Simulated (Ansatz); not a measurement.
# Rb2NiO2: the cost of one run

Computed with Ansatz 0.2.0 (DFT PBEsol+U (U_eff = 8 eV on Ni d), plane waves, PAW, unless a step's input says otherwise).

## 1. Starting point

Symmetry: I4/mmm, No. 139, tetragonal system. The conventional cell has a = 4.166 Å, b = 4.166 Å, c = 13.146 Å, α = 90.00°, β = 90.00°, γ = 90.00°. Rb (site symmetry 4mm) has 5 O at 2.86 to 2.97 Å as nearest neighbours. Ni (site symmetry 4/mmm) has 2 O at 1.67 Å as nearest neighbours. Around O (site symmetry 4mm) lie 1 Ni at 1.67 Å.

Coordinates:

```cif
data_structure
_symmetry_space_group_name_H-M 'P 1'
_symmetry_Int_Tables_number 1
_cell_length_a 7.2029
_cell_length_b 7.2029
_cell_length_c 7.2029
_cell_angle_alpha 146.381
_cell_angle_beta 146.381
_cell_angle_gamma 48.281
_cell_volume 114.08
loop_
_atom_site_label
_atom_site_type_symbol
_atom_site_fract_x
_atom_site_fract_y
_atom_site_fract_z
_atom_site_occupancy
Rb1 Rb 0.34510 0.34510 0.00000 1
Rb2 Rb 0.65490 0.65490 0.00000 1
Ni1 Ni 0.00000 0.00000 0.00000 1
O1 O 0.12730 0.12730 0.00000 1
O2 O 0.87270 0.87270 0.00000 1
```

An earlier series on this cell reached its lowest free state from «ferromagnetic start, free, symmetry kept, no search», perhaps among other starts.

## 2. Site moments held (series factor 0.95; the input gives the size)

input.yaml

```yaml
crystal:
  lattice:
    - [-2.08300019, 2.08300019, 6.57300058]
    - [2.08300019, -2.08300019, 6.57300058]
    - [2.08300019, 2.08300019, -6.57300058]
  atoms:
    - { symbol: Rb, position: [0.3451, 0.3451, 0.0] }
    - { symbol: Rb, position: [0.6549, 0.6549, 0.0] }
    - { symbol: Ni, position: [0.0, 0.0, 0.0], spin: 1.33 }
    - { symbol: O, position: [0.1273, 0.1273, 0.0] }
    - { symbol: O, position: [0.8727, 0.8727, 0.0] }
basis:
  ecutwfc: 420
  ecutrho_ratio: 4
kpoints:
  mp_grid: { grid: [6, 6, 6] }
hamiltonian:
  xc: pbesol
  hubbard:
    sites:
      - { site: 2, l: d, u_eff: 8.0, starting_ns: [{ spin: up, occupation_matrix: s2up }, { spin: down, occupation_matrix: s2down }] }
    occupation_matrices:
      s2up:
        matrix:
          - [0.97, 0.0, 0.0, 0.0, 0.0]
          - [0.0, 0.97, 0.0, 0.0, 0.0]
          - [0.0, 0.0, 0.97, 0.0, 0.0]
          - [0.0, 0.0, 0.0, 0.97, 0.0]
          - [0.0, 0.0, 0.0, 0.0, 0.97]
      s2down:
        matrix:
          - [0.97, 0.0, 0.0, 0.0, 0.0]
          - [0.0, 0.02, 0.0, 0.0, 0.0]
          - [0.0, 0.0, 0.02, 0.0, 0.0]
          - [0.0, 0.0, 0.0, 0.97, 0.0]
          - [0.0, 0.0, 0.0, 0.0, 0.97]
    ns_hold: { iters: 8 }
scf:
  occupations: { method: gaussian, width: 0.05 }
  lower_state_search: "off"
  max_iter: 150
output:
  forces: true
  stress: true
  eigenvalues: true
  populations: true
  hubbard: { sites: [{ site: 2, l: d }] }
magnetization:
  spin_polarized: true
  spin_locking: { lock_spins: true }
```

The typed matrices put 0.97 on the chosen orbitals and 0.02 on the others, and are held for 8 cycles. The lock stays on to the end, so the result is a constrained state.

On the command line:

```
ansatz run input.yaml --threads 4 --pin off --max-ram 6144MiB --backend cpu --events-out ev --progress --plain --runs-dir out
```

**Question.** How long does this run take on 4 threads of Arm Neoverse V1, shared host, and how much memory does it need?

About 14 s, with a peak of 0.59 GiB.
